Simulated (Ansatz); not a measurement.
# SiAsH3 (triplet): from Hartree-Fock to the top rungs, cc-pVDZ

An exercise on one series of results from a longer session: the logs are not shown, and one member is left open.

Method: cc-pVDZ, core rule «outside noble gas», up to 19 orbitals frozen; program: Ansatz 0.2.0, Gaussian basis.

Plan: UHF; CCSD(T) on ROHF; CCSD(T) on UHF; BCCD(T) on ROHF; CISD; CCSDT(Q) on ROHF; CCSDT(Q) on UHF; CASSCF and NEVPT2, 12 electrons in 11 orbitals.

27 further runs of the same task are left out: 12 that didn't finish, 15 set aside as unsound or not needed.

## The geometry

The geometry is a PBE0/def2-TZVP stationary point (not a proven minimum). No spin-orbit coupling is included. The filled d shell of As may be among the frozen orbitals whatever the setting's name suggests; the logs give the count.

5 atoms, charge 0, spin multiplicity 3.

Atoms are counted from 1 here; the program's logs count them from 0.

Bond lengths: Si1–As2 2.344 Å, Si1–H3 1.496 Å, As2–H4 1.522 Å, As2–H5 1.522 Å. Angles: As2–Si1–H3 114.4°, Si1–As2–H4 97.3°, Si1–As2–H5 97.3°, H4–As2–H5 92.9°.

Set-up of the first run:

in.yaml

```yaml
crystal:
  periodic: [false, false, false]
  atoms:
    - {symbol: Si, position_ang: [0.000000, 0.139300, 1.693106]}
    - {symbol: As, position_ang: [0.000000, -0.062043, -0.642439]}
    - {symbol: H, position_ang: [0.000000, -1.165176, 2.425283]}
    - {symbol: H, position_ang: [1.102624, 0.947723, -0.924517]}
    - {symbol: H, position_ang: [-1.102625, 0.947723, -0.924517]}
basis:
  gaussian: {orbitals: cc-pVDZ}
magnetization: {spin_polarized: true, initial_magnetization: 2}
hamiltonian: {xc: hf}
output: {orbitals: {seedname: orbitals}}
```

Started as:

```sh
$ ansatz run in.yaml --threads 1 --pin off --events-out ev --progress --plain --max-ram 2393MiB
```

Steps of the session up to this table: UHF; CCSD(T) on ROHF; CCSD(T) on UHF; BCCD(T) on ROHF; CISD; CCSDT(Q) on ROHF; CCSDT(Q) on UHF; CASSCF and NEVPT2, 12 electrons in 11 orbitals.

One table of the session follows, with a row left open; its other results are not shown here.

| method | from UCCSDT(Q) (kcal/mol) |
| --- | --- |
| ROHF | +143.92 |
| UHF | +142.07 |
| RMP2 | +29.79 |
| UMP2 | +29.65 |
| CISD | +17.07 |
| RCCSD | +5.20 |
| UCCSD | +5.13 |
| RCCSD(T) | +1.03 |
| UCCSD(T) | +1.02 |
| BCCD(T) | +1.01 |
| RCCSDT | +0.24 |
| UCCSDT | +0.23 |
| RCCSDT(Q) | +0.02 |
| UCCSDT(Q) | 0 |
| CASSCF valence | +101.22 |
| NEVPT2 valence | ? |

Estimate the missing values for NEVPT2 valence.

The run gave: from UCCSDT(Q) (kcal/mol): +25.51. In the column «from UCCSDT(Q) (kcal/mol)» it lies between CISD (+17.07) and UMP2 (+29.65).

With the free atoms at the same levels and basis (separate runs), the atomisation energy is 9.712 eV at UCCSDT(Q), 9.703 eV at RCCSD(T), 9.686 eV at UCCSD(T), 7.288 eV at ROHF.

Limits of these values: Restricted and unrestricted rows rest on different reference determinants; where their highest levels disagree by more than a few hundredths of an eV, they describe different states and don't form one ladder.
